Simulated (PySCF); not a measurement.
# C4H7NSi: the cost of one run

Programs: PySCF 2.14.0, with density-fitted response routines of our own. Each step states its level of theory. These are calculated values for one molecule in the gas phase, unless marked as measured. Atoms are numbered from 0 throughout.

## (1) The starting structure

13 atoms, charge 0, multiplicity 1; geometry from: PBE0-D3(BJ)/def2-SVP.

Bonds of the start (Å): C0–C1 1.21, C1–C2 1.44, C2–N3 1.27, N3–Si4 1.76, Si4–C5 1.87, C0–H6 1.08, C2–H7 1.11, Si4–H8 1.50, Si4–H9 1.49, C5–H10 1.10, C5–H11 1.10, C5–H12 1.10.

## (2) Ultraviolet spectrum: HF/def2-SVPD

The job: settings as JSON, then the geometry in Å.

```
{"job": {"kind": "uv", "xc": "HF", "basis": "def2-SVPD", "ip": true}, "charge": 0, "multiplicity": 1}
C      2.524979     1.420634     0.412887
C      1.899922     0.425976     0.108626
C      1.184430    -0.765249    -0.276516
N      0.015397    -1.099167     0.082386
Si    -1.136663    -0.267472     1.119413
C     -2.656905     0.083960     0.086789
H      3.066632     2.306111     0.692621
H      1.751154    -1.428221    -0.959232
H     -0.612113     0.999824     1.726159
H     -1.452823    -1.226636     2.219274
H     -3.473337     0.466419     0.718866
H     -2.438706     0.836994    -0.685719
H     -3.001093    -0.834293    -0.411899
```

Level: TDDFT HF/def2-SVPD, vertical, gas phase, core orbitals frozen in the response.

Started as:

```sh
> OMP_NUM_THREADS=1 python probes_run.py task.json out
```

The driver reads the jobs from task.json and runs them one after another.

**Question.** How long does this first job take on 1 thread of Arm Neoverse V2, shared host, and how much memory does it need?

About 30 s, with a peak of 0.73 GiB.
